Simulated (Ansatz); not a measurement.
# CoGe (doublet): wave-function methods side by side, def2-SVP

The task here is to estimate one member of a computed series from the others.

The runs use Ansatz 0.2.0, Gaussian basis; def2-SVP, core rule «outside noble gas», up to 23 orbitals frozen.

The runs, in order: UHF; CCSD(T) on ROHF; CCSD(T) on UHF; CISD as a restricted active space (open shells left free, so some higher excitations enter); CCSDT(Q) on ROHF; CCSDT(Q) on UHF; CASSCF and MRCISD+Q, 13 electrons in 10 orbitals; CASSCF and NEVPT2, 13 electrons in 10 orbitals.

19 further runs of the same task are left out: 2 for a known fault of the program, 6 that didn't finish, 11 set aside as unsound or not needed. Runs told in other sessions of the task aren't counted.

### The system

The geometry is a PBE0/def2-TZVP stationary point (not a proven minimum) of the parent state, kept for this charge and spin. No spin-orbit coupling is included. The filled d shell of Ge may be among the frozen orbitals whatever the setting's name suggests.

2 atoms, charge 0, spin multiplicity 2.

Atoms are counted from 1 here; the program's logs count them from 0.

Bond lengths: Co1–Ge2 2.312 Å.

The first run:

Input file in.yaml:

```yaml
crystal:
  periodic: [false, false, false]
  atoms:
    - {symbol: Co, position_ang: [0.000000, 0.000000, 0.000000]}
    - {symbol: Ge, position_ang: [0.000000, 0.000000, 2.312000]}
basis:
  gaussian: {orbitals: def2-SVP}
magnetization: {spin_polarized: true, initial_magnetization: 1}
hamiltonian: {xc: hf}
output: {orbitals: {seedname: orbitals}}
```

Started as:

```console
$ ansatz run in.yaml --threads 1 --pin off --events-out ev --progress --plain --max-ram 2393MiB
```

Among the steps run: UHF; CCSD(T) on ROHF; CCSD(T) on UHF; CISD as a restricted active space (open shells left free, so some higher excitations enter); CCSDT(Q) on ROHF; CCSDT(Q) on UHF; CASSCF and MRCISD+Q, 13 electrons in 10 orbitals; CASSCF and NEVPT2, 13 electrons in 10 orbitals.

One of the session's tables, all rows but one given; the rest of the session is left out.

It belongs to the step «Misses and costs». 

```
          method  from RCCSDT(Q) (meV)
            ROHF              +13541.6
             UHF               +8550.1
            RMP2               +6482.9
            UMP2               +3236.8
            CISD               +6044.8
           RCCSD               +2717.9
           UCCSD               +2252.3
        RCCSD(T)                -444.9
        UCCSD(T)               +1904.2
          RCCSDT               +1883.3
          UCCSDT               +1684.7
       RCCSDT(Q)                     0
       UCCSDT(Q)               +1540.4
  CASSCF valence               +8126.0
  NEVPT2 valence               +2996.4
  MRCISD valence               +2493.7
MRCISD+Q valence                     ?
```

Q: Estimate the row for MRCISD+Q valence from the others.

The run gave: from RCCSDT(Q) (meV): +1989.6. In the column «from RCCSDT(Q) (meV)» it lies between UCCSD(T) (+1904.2) and UCCSD (+2252.3).

The program flags RCCSD(T), RCCSDT(Q) as in doubt (see the logs), so the zero of the table is itself unsure.

Caveats from the session: The determinant of HF (⟨S²⟩ 3.32) is far from a pure spin state, so its energy mixes those of several spin states; that is harmless only where they are near-degenerate. The determinant of CCSD(T) (⟨S²⟩ 3.32) is far from a pure spin state, so its energy mixes those of several spin states; high orders of coupled cluster remove much of that, low ones don't. The determinant of CCSDT(Q) (⟨S²⟩ 3.32) is far from a pure spin state, so its energy mixes those of several spin states; high orders of coupled cluster remove much of that, low ones don't. The program flags RCCSD(T), RCCSDT(Q) as in doubt, so the zero of the table is itself unsure. Warnings: spin contamination; large T1 diagnostic. Restricted and unrestricted rows rest on different reference determinants; a gap between their highest levels can come from leftover correlation error, from unlike frozen cores or from another state.
